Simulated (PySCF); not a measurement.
# LiAs⁻: the SCF solver's settings

Do solver options change the result for LiAs⁻, or only the number of cycles?

Computed with PySCF 2.14.0. Level: method and basis as typed in the scripts.

3 further runs of the same task are left out: 3 that didn't finish.

## Step 1: Where the work starts

LiAs⁻: 2 atoms, charge -1, spin multiplicity 2.

Bond lengths: Li1–As2 2.304 Å.

## Step 2: The run that the others are compared with

The input, input.py:

```python
from pyscf import gto, scf, cc

mol = gto.M(
    atom='Li 0 0 0; As 0 0 2.304',
    basis='cc-pvdz',
    charge=-1,
    spin=1,
    verbose=3,
)
mf = scf.UHF(mol)
mf.kernel()
mycc = cc.CCSD(mf, frozen=9)
mycc.kernel()
mf.dip_moment()
print('orbital energies (hartree):', [e[max(0, n-3):n+3].round(4) for e, n in zip(mf.mo_energy, mol.nelec)])
```

Command:

```sh
python input.py
```

Its log is not repeated here.

It gives: E(SCF) = -2241.588065 Eh, E(CCSD) − E(SCF) = -0.14089 Eh, ⟨S²⟩ = 0.856.

The bond length is a typed value, not an optimised one. The dipole of an ion depends on the origin.

## Step 3: Damping 0.5

Edit 1 changes damping: none → 0.5.

The input, input.py:

```python
from pyscf import gto, scf, cc

mol = gto.M(
    atom='Li 0 0 0; As 0 0 2.304',
    basis='cc-pvdz',
    charge=-1,
    spin=1,
    verbose=3,
)
mf = scf.UHF(mol)
mf.damp = 0.5
mf.diis_start_cycle = 8
mf.kernel()
mycc = cc.CCSD(mf, frozen=9)
mycc.kernel()
mf.dip_moment()
print('orbital energies (hartree):', [e[max(0, n-3):n+3].round(4) for e, n in zip(mf.mo_energy, mol.nelec)])
```

Command:

```sh
python input.py
```

## Step 4: Convergence threshold 1e-13 hartree

Edit 2 changes convergence threshold: default → 1e-13 hartree.

Edit input.py of step 2 so:

```diff
@@ -10,2 +10,3 @@
 mf = scf.UHF(mol)
+mf.conv_tol = 1e-13
 mf.kernel()
```

## Step 5: DIIS space 4

Edit 3 changes DIIS space: default → 4.

Edit input.py of step 2 so:

```diff
@@ -10,2 +10,3 @@
 mf = scf.UHF(mol)
+mf.diis_space = 4
 mf.kernel()
```

## Step 6: Smearing width 0.005 hartree

Edit 4 changes smearing width: none → 0.005 hartree; step after the SCF: ccsd → none.

Edit input.py of step 2 so:

```diff
@@ -1,2 +1,2 @@
-from pyscf import gto, scf, cc
+from pyscf import gto, scf
 
@@ -10,5 +10,4 @@
 mf = scf.UHF(mol)
+mf = scf.addons.smearing_(mf, sigma=0.005, method='fermi')
 mf.kernel()
-mycc = cc.CCSD(mf, frozen=9)
-mycc.kernel()
 mf.dip_moment()
```

Q: Predict the outcome of this session. Wanted: for each run, E(SCF); from base; gap, α spin; after the SCF.

**Answer**, as computed:

| run | E(SCF) (hartree) | from base (eV) | gap, α spin (eV) | after the SCF |
| --- | --- | --- | --- | --- |
| base | -2241.588065 | 0 | 4.90 | CCSD correlation -3.834 eV, core frozen |
| damping 0.5 | -2241.588065 | 0.0000 | 4.90 | CCSD correlation -3.834 eV, core frozen |
| convergence threshold 1e-13 hartree | -2241.588065 | 0.0000 | 4.90 | CCSD correlation -3.834 eV, core frozen |
| DIIS space 4 | -2241.588065 | 0.0000 | 4.90 | CCSD correlation -3.834 eV, core frozen |
| smearing width 0.005 hartree | -2241.484240 | not comparable | n/a | n/a |

No change of the SCF energy comes from damping 0.5 or convergence threshold 1e-13 hartree or DIIS space 4.
